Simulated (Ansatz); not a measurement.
**C₂H₁₀N₂Zr: a ladder of functionals and wavefunction methods**

The task here is to estimate one member of a computed series from the others.

Program: Ansatz 0.2.0, Gaussian basis. Level of theory: functionals in def2-TZVPP, the program's frozen cores in correlated methods. These are calculated values, not measurements.

Plan: LDA (SPW92), PBE-D4, revPBE-D4, BLYP-D4, r2SCAN-D4, B97M-V, PBE0-D4, B3LYP-D4, r2SCANh-D4, r2SCAN0-D4, HSE06-D4, BHLYP-D4, CAM-B3LYP-D4, LC-ωPBE, ωB97X-V, ωB97M-V, B2PLYP, PBE-QIDH; CCSD(T)/def2-SVP; MP2/def2-TZVPP; MP2/def2-QZVPP; RPA on PBE.

### The relaxed structure

The geometry comes from an earlier relaxation with PBE0-D4 in a triple-zeta def2 set; it is a stationary point, not always the lowest conformer. Zr takes the def2 core potential; no spin-orbit term is included.

SMILES `[CH3][Zr]([CH3])([NH2])[NH2]`, 15 atoms, charge 0, spin multiplicity 1.

Atoms are counted from 1 here; the program's logs count them from 0.

Bond lengths: C1–Zr2 2.236 Å, C1–H6 1.097 Å, C1–H7 1.098 Å, C1–H8 1.097 Å, Zr2–C3 2.236 Å, Zr2–N4 2.032 Å, Zr2–N5 2.032 Å, C3–H9 1.097 Å, C3–H10 1.097 Å, C3–H11 1.098 Å, N4–H12 1.013 Å, N4–H13 1.010 Å, N5–H14 1.012 Å, N5–H15 1.012 Å. Angles: Zr2–C1–H6 112.7°, Zr2–C1–H7 110.0°, Zr2–C1–H8 112.1°, H6–C1–H7 107.4°, H6–C1–H8 107.1°, H7–C1–H8 107.3°, C1–Zr2–C3 107.6°, C1–Zr2–N4 107.5°, C1–Zr2–N5 112.0°, C3–Zr2–N4 107.5°, C3–Zr2–N5 111.9°, N4–Zr2–N5 110.1°, Zr2–C3–H9 112.1°, Zr2–C3–H10 112.7°, Zr2–C3–H11 110.0°, H9–C3–H10 107.1°, H9–C3–H11 107.3°, H10–C3–H11 107.4° and more.

Set-up of the first run:

Input file in.yaml:

```yaml
crystal:
  periodic: [false, false, false]
  atoms:
    - {symbol: C, position_ang: [-2.029537, -0.086851, 0.525691]}
    - {symbol: Zr, position_ang: [0.116256, 0.224488, -0.020209]}
    - {symbol: C, position_ang: [0.929903, -1.739750, -0.712498]}
    - {symbol: N, position_ang: [1.111857, 0.732520, 1.676849]}
    - {symbol: N, position_ang: [0.340269, 1.676570, -1.424343]}
    - {symbol: H, position_ang: [-2.554818, 0.854322, 0.728073]}
    - {symbol: H, position_ang: [-2.557809, -0.587427, -0.297059]}
    - {symbol: H, position_ang: [-2.142205, -0.716373, 1.416593]}
    - {symbol: H, position_ang: [0.986544, -2.472761, 0.101345]}
    - {symbol: H, position_ang: [1.936713, -1.653649, -1.138687]}
    - {symbol: H, position_ang: [0.279403, -2.163823, -1.489394]}
    - {symbol: H, position_ang: [1.129329, 0.148346, 2.503678]}
    - {symbol: H, position_ang: [1.653443, 1.564954, 1.861886]}
    - {symbol: H, position_ang: [-0.283607, 2.460100, -1.569915]}
    - {symbol: H, position_ang: [1.062559, 1.708536, -2.132610]}
basis:
  gaussian: {orbitals: def2-TZVPP}
hamiltonian: {xc: lda}
output: {orbitals: {seedname: orbitals}}
```

Command:

```console
$ ansatz run in.yaml --threads 4 --pin off --events-out ev --progress --plain --max-ram 11315MiB
```

Among the steps run: LDA; PBE-D4 (GGA); revPBE-D4 (GGA); BLYP-D4 (GGA); r2SCAN-D4 (meta-GGA); B97M-V (meta-GGA); PBE0-D4 (hybrid); B3LYP-D4 (hybrid); r2SCANh-D4 (hybrid); r2SCAN0-D4 (hybrid); HSE06-D4 (hybrid); BHLYP-D4 (hybrid); CAM-B3LYP-D4 (range-separated); LC-ωPBE (range-separated); ωB97X-V (range-separated); ωB97M-V (range-separated); B2PLYP (double hybrid); PBE-QIDH (double hybrid).

One of the session's tables, all rows but one given; the rest of the session is left out.

It belongs to the step «Orbital energies across the functionals». 

```
  functional  HOMO (eV)  gap (eV)
 LDA (SPW92)      -5.75      4.23
      PBE-D4      -5.62      4.33
   revPBE-D4      -5.57      4.37
     BLYP-D4      -5.50      4.30
   r2SCAN-D4      -5.89      4.85
      B97M-V      -5.98      4.91
     PBE0-D4      -6.94      6.59
    B3LYP-D4      -6.72      6.10
  r2SCANh-D4      -6.38      5.68
  r2SCAN0-D4      -7.13      6.93
    HSE06-D4      -6.54      5.81
    BHLYP-D4      -8.18      8.53
CAM-B3LYP-D4      -8.36      8.87
     LC-ωPBE      -9.78     11.32
     ωB97X-V          ?         ?
     ωB97M-V      -9.29     10.14
```

Estimate the missing values for ωB97X-V.

**Answer.** HOMO (eV): -9.41; gap (eV): 10.78. In the column «HOMO (eV)» it lies between LC-ωPBE (-9.78) and ωB97M-V (-9.29).
